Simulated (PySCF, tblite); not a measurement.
# C₅H₅ClF radical: geometry, infrared bands and EPR parameters

Wanted: the infrared bands and EPR parameters of C₅H₅ClF radical (`C[C@H]1[C](Cl)C=C1F`), by calculation.

The runs use tblite 0.8.0 and PySCF 2.14.0, with density-fitted response routines of our own; the level of theory stands in each step. All values are computed, except where a source is named. Atoms count from 0, in the outputs and in this text.

### Step 1. Starting geometry

12 atoms, charge 0, multiplicity 2; geometry from: force field or distance geometry start.

Bonds of the start (Å): C0–C1 1.51, C1–C2 1.47, C2–Cl3 1.76, C2–C4 1.48, C4–C5 1.32, C5–F6 1.35, C5–C1 1.48, C0–H7 1.10, C0–H8 1.12, C0–H9 1.10, C1–H10 1.14, C4–H11 1.10.

### Step 2. Optimising the geometry with GFN2-xTB

What the job is given:

```
{"job": {"kind": "relax", "xc": "GFN2-xTB", "basis": "xTB"}, "charge": 0, "multiplicity": 2}
C      1.345800     0.569400    -0.027100
C      0.202400    -0.285500     0.479500
C     -1.060600     0.377800     0.850600
Cl    -1.215400     2.119400     0.655200
C     -1.606200    -0.481500    -0.223500
C     -0.481800    -1.083200    -0.560300
F     -0.029900    -2.010800    -1.435600
H      1.055800     1.609200    -0.251900
H      2.185200     0.636100     0.711600
H      1.708300     0.082700    -0.939700
H      0.521400    -0.945100     1.348100
H     -2.623800    -0.589300    -0.632800
```

The run is started by

```
OMP_NUM_THREADS=1 python probes_run.py task.json out
```

The driver reads the jobs from task.json and runs them one after another.

The program printed:

```text
step      E/eV     max force
  0    -609.30792    5.037
  1    -609.72197    2.595
  2    -609.88528    1.126
  3    -609.98080    0.734
  4    -610.03417    0.533
  5    -610.05626    0.522
  6    -610.09170    0.530
  7    -610.11538    0.377
  8    -610.13375    0.334
  9    -610.15055    0.368
 10    -610.17250    0.462
 11    -610.20094    0.496
 12    -610.23241    0.391
 13    -610.25697    0.309
 14    -610.27053    0.247
 15    -610.27979    0.247
 16    -610.28731    0.218
 17    -610.29260    0.179
 18    -610.29574    0.274
 19    -610.29854    0.153
 20    -610.30058    0.141
 21    -610.30342    0.110
 22    -610.30522    0.102
 23    -610.30702    0.112
 24    -610.30785    0.108
 25    -610.30862    0.095
 26    -610.30953    0.091
 27    -610.31077    0.106
 28    -610.31203    0.102
 29    -610.31318    0.094
 30    -610.31441    0.121
 31    -610.31616    0.155
 32    -610.31856    0.150
 33    -610.32112    0.152
 34    -610.32313    0.122
 35    -610.32458    0.105
 36    -610.32567    0.082
 37    -610.32656    0.074
 38    -610.32741    0.075
 39    -610.32837    0.103
 40    -610.32961    0.102
 41    -610.33110    0.103
 42    -610.33269    0.106
 43    -610.33455    0.112
 44    -610.33734    0.191
 45    -610.34185    0.261
 46    -610.34049    0.398
 47    -610.35126    0.283
 48    -610.35584    0.246
 49    -610.35994    0.172
 50    -610.36319    0.171
 51    -610.37131    0.189
 52    -610.37241    0.394
 53    -610.38017    0.180
 54    -610.38313    0.131
 55    -610.38554    0.144
 56    -610.38796    0.143
 57    -610.39081    0.160
 58    -610.39306    0.129
 59    -610.39439    0.072
 60    -610.39492    0.044
 61    -610.39513    0.034
 62    -610.39530    0.047
 63    -610.39555    0.056
 64    -610.39584    0.055
 65    -610.39607    0.036
 66    -610.39621    0.027
 67    -610.39631    0.029
 68    -610.39645    0.035
 69    -610.39662    0.034
 70    -610.39677    0.027
 71    -610.39686    0.023
 72    -610.39690    0.023
 73    -610.39695    0.023
 74    -610.39702    0.029
 75    -610.39708    0.024
 76    -610.39712    0.015
 77    -610.39714    0.013
 78    -610.39716    0.011
 79    -610.39717    0.013
 80    -610.39719    0.013
 81    -610.39721    0.010
 82    -610.39724    0.009
```

Run time: 0.48 s. Hardware: 1 thread of Arm Neoverse V1, shared host.

Along the way: (not every step is listed)

```csv
step,energy from step 0 (eV),largest force (eV/Å)
0,0.0000,5.0370
1,-0.4141,2.5951
2,-0.5774,1.1262
3,-0.6729,0.7343
4,-0.7263,0.5329
5,-0.7483,0.5220
6,-0.7838,0.5298
7,-0.8075,0.3772
8,-0.8258,0.3341
14,-0.9626,0.2473
20,-0.9927,0.1407
26,-1.0016,0.0908
32,-1.0106,0.1502
38,-1.0195,0.0745
44,-1.0294,0.1909
50,-1.0553,0.1712
56,-1.0800,0.1429
62,-1.0874,0.0470
68,-1.0885,0.0352
74,-1.0891,0.0289
77,-1.0892,0.0129
78,-1.0892,0.0114
79,-1.0892,0.0126
80,-1.0893,0.0127
81,-1.0893,0.0105
82,-1.0893,0.0088
```

Close pairs (by a distance rule), those that changed most:

```csv
bond,before (Å),after (Å),change (Å)
C2–Cl3,1.759,1.677,-0.082
C2–C4,1.480,1.399,-0.081
C4–C5,1.319,1.378,+0.059
C1–C2,1.474,1.528,+0.054
C1–H10,1.136,1.092,-0.044
C1–C5,1.478,1.517,+0.039
C0–H8,1.120,1.087,-0.033
C4–H11,1.102,1.072,-0.030
```

The end geometry stands in the next job.

### Step 3. Infrared spectrum with GFN2-xTB

What the job is given:

```
{"job": {"kind": "ir", "xc": "GFN2-xTB", "basis": "xTB"}, "charge": 0, "multiplicity": 2}
C      1.461608     0.524539    -0.113973
C      0.290101    -0.276374     0.429360
C     -1.032079     0.471332     0.595368
Cl    -1.474043     1.770421     1.560045
C     -1.675148    -0.321825    -0.360698
C     -0.530811    -1.058341    -0.578550
F     -0.208070    -2.078027    -1.370427
H      1.156707     1.089954    -0.991033
H      1.820613     1.218230     0.642232
H      2.273435    -0.143287    -0.392368
H      0.590828    -0.850028     1.308682
H     -2.671943    -0.347280    -0.754665
```

The program printed:

```text
mode    cm-1     km/mol
  1      96.5      0.08
  2     135.5      1.87
  3     180.3      0.68
  4     194.1      2.01
  5     236.0      3.32
  6     299.3      3.59
  7     445.0      5.89
  8     468.8      5.05
  9     554.5      1.18
 10     708.9     34.81
 11     824.6     15.48
 12     866.9      8.55
 13     998.2     47.25
 14    1041.5      4.90
 15    1067.7      9.95
 16    1074.5     13.74
 17    1130.1     13.41
 18    1154.4      1.32
 19    1226.1      6.29
 20    1307.5      0.75
 21    1356.9    161.28
 22    1401.1      6.37
 23    1483.3      7.21
 24    1488.7      5.99
 25    1584.1    134.14
 26    2953.5     17.74
 27    3039.0     18.94
 28    3041.8     17.05
 29    3047.0     16.35
 30    3157.4      7.17
```

Run time: 0.32 s. Hardware: 1 thread of Arm Neoverse V1, shared host.

The strongest bands and the atoms that carry them (share of the mass-weighted mode):

```csv
cm⁻¹,km/mol,atoms
709,34.8,"F6 33 %, C1 20 %, C4 16 %"
998,47.2,"C2 28 %, H9 23 %, H8 13 %, C0 11 %"
1357,161.3,"C2 35 %, C4 32 %, C5 15 %"
1584,134.1,"C5 55 %, C4 23 %, C2 13 %"
2954,17.7,H10 93 %
3039,18.9,H9 83 %
3042,17.1,H8 83 %
3047,16.4,H7 91 %
```

### Step 4. g tensor and hyperfine couplings: B3LYP/pcH-1

Same as in step 3 but for these lines:

```diff
@@ -1,2 +1,2 @@
-{"job": {"kind": "ir", "xc": "GFN2-xTB", "basis": "xTB"}, "charge": 0, "multiplicity": 2}
+{"job": {"kind": "epr", "basis": "pcH-1"}, "charge": 0, "multiplicity": 2}
 C      1.461608     0.524539    -0.113973
```

Method: UKS B3LYP, pcH-1 on C Cl F H, non-relativistic, mean-field spin-orbit, GIAO.

The program printed:

```text
UKS, coarse grid
  cycle   1  E = -753.43822049  |g| = 3.83e-01
  cycle   2  E = -753.40997657  |g| = 4.84e-01
  cycle   3  E = -753.49093250  |g| = 7.14e-02
  cycle   4  E = -753.49245928  |g| = 3.62e-02
  cycle   5  E = -753.49308246  |g| = 8.55e-03
  cycle   6  E = -753.49314915  |g| = 4.83e-03
  cycle   7  E = -753.49317237  |g| = 2.97e-03
  cycle   8  E = -753.49317928  |g| = 1.31e-03
  cycle   9  E = -753.49318041  |g| = 3.15e-04
UKS, final grid
  cycle   1  E = -753.49318761  |g| = 4.50e-04
  cycle   2  E = -753.49318749  |g| = 6.94e-04
  cycle   3  E = -753.49318770  |g| = 6.62e-05
  cycle   4  E = -753.49318771  |g| = 2.14e-05
E = -753.49318771 Eh   <S^2> = 0.7750 (exact 0.7500)
g shifts (ppm)      1          2          3
  rmc          -205       -205       -205
  gc             -3         52         33
  oz_so        -438       4129       5028
  total        -647       3976       4855
hyperfine (MHz)  atom isotope    a_iso     a_fc   dipolar eigenvalues
    0   13C       6.80       6.80     -1.37     -0.93      2.31
    1   13C     -28.71     -28.73     -2.83      0.78      2.05
    2   13C      82.73      82.37    -59.26    -57.50    116.76
    3  35Cl       3.58       3.82    -23.21    -13.67     36.88
    4   13C     -48.16     -48.19    -27.10     11.95     15.16
    5   13C      70.87      70.80    -52.04    -50.16    102.20
    6   19F      97.87      98.26   -168.84   -137.02    305.86
    7    1H      -0.79      -0.79     -3.88     -1.64      5.52
    8    1H       3.31       3.30     -2.36     -1.48      3.84
    9    1H       3.34       3.34     -2.24     -1.39      3.63
   10    1H      14.10      14.09     -5.85     -0.60      6.45
   11    1H      10.36      10.35     -4.13      0.02      4.10
```

It took 56 s on 1 thread of Arm Neoverse V1, shared host; peak memory 0.84 GiB.

Principal g values 2.00167, 2.00630, 2.00717; g(iso) = 2.00505, against 2.00232 for a free electron.

Hyperfine couplings; where a row names several nuclei, a(iso) is their mean (it holds for fast rotation or exchange) and the dipolar term the largest among them:

```csv
nuclei,isotope,a(iso) (MHz),"a(iso) (G, at g = 2.0023)",largest dipolar term (MHz)
F6,19F,97.9,34.9,305.9
C2,13C,82.7,29.5,116.8
C5,13C,70.9,25.3,102.2
C4,13C,-48.2,-17.2,-27.1
C1,13C,-28.7,-10.2,-2.8
H10,1H,14.1,5.0,6.4
H11,1H,10.4,3.7,-4.1
C0,13C,6.8,2.4,2.3
Cl3,35Cl,3.6,1.3,36.9
"H7, H8, H9",1H,2.0,0.7,5.5
```

Mulliken spin populations:

```csv
atom,value (e)
C0,0.01
C1,-0.07
C2,0.65
Cl3,0.06
C4,-0.24
C5,0.54
F6,0.04
H7,0.00
H8,0.00
H9,0.00
H10,0.01
H11,0.01
```

In first order the couplings over 0.8 MHz of 19F, 1H, 35Cl give 128 distinct lines over 49.6 G, if the averaged nuclei exchange fast.

Orbitals, density, ELF and potential are computed afterwards from the orbital file.

ELF in a plane through or near 8 of the atoms.

Ten even steps from ' ' (0.00) to '@' (1.00):
```
                                                        
                                                        
                          ::::----::::..                
                      ..--++####**##**++::              
                      --++%%@@==::##%%%%++..            
                      ..==%%%%--++--%%%%++..            
          ..++@@@@##      ::++####**==::                
          **@@@@@@@@##    ::++==--==::                  
          ++@@@@@@@@##::::++##::++##**--::::::          
          ..::**%%++::%%%%++**==**##--++%%@@@@**        
          ..==%%%%**::%%%%++++--++======@@@@@@##..      
          ##@@@@@@@@**::::**%%--::%%##==++****::        
          ##@@@@@@@@++    --++::::==--......            
          ..++@@@@##      ..++####++..                  
                        ..**%%==++%%++::                
                          --**####**--..                
                            ........                    
                                                        
                                                        
                                                        
```
The map spans 10.7 Å across and 10.4 Å up, centred on the molecule. Atoms in the plane (x, y in Å): C0 (-1.5, 0.0), C2 (0.9, 0.9), Cl3 (0.9, 2.6), C4 (1.7, -0.1), C5 (0.8, -1.0), F6 (0.8, -2.4), H8 (-2.1, 0.9), H9 (-2.1, -0.8).

On the surface of density 0.002 e/bohr³ the electrostatic potential runs, from the 1st to the 99th percentile, from -0.55 V near F6 to 1.08 V near H11.

The spin density lies nearest to C2, C5 about 35 % each; C4 9 % (beta excess); Cl3 9 %.

### Step 5. Results

| quantity | value |
| --- | --- |
| strongest single infrared mode (GFN2-xTB) | 1357 cm⁻¹, 161 km/mol |
| zero-point energy (GFN2-xTB) | 52.3 kcal/mol |
| g(iso) (B3LYP) | 2.00505 |
| ⟨S²⟩ | 0.775 (exact 0.75) |
| largest a(iso) (averaged by class) | 19F on F6, 97.9 MHz |
| surface potential, 1st and 99th percentile | -0.55 V and 1.08 V |

In words: The optimisation took 82 steps and gained 1.089 eV; among the close pairs (by a distance rule), C2–Cl3 changed most, from 1.759 to 1.677 Å. No mode is imaginary among the 30: a minimum at this level. The strongest single mode, at 1357 cm⁻¹, is carried by C2, C4, C5. Unscaled tight-binding wavenumbers are off by several per cent, some by more. Its intensities can rank the bands wrongly. The largest spin populations lie on C2 (0.65 e), C5 (0.54 e). The isotropic g lies 2.7 ppt above the free-electron value.
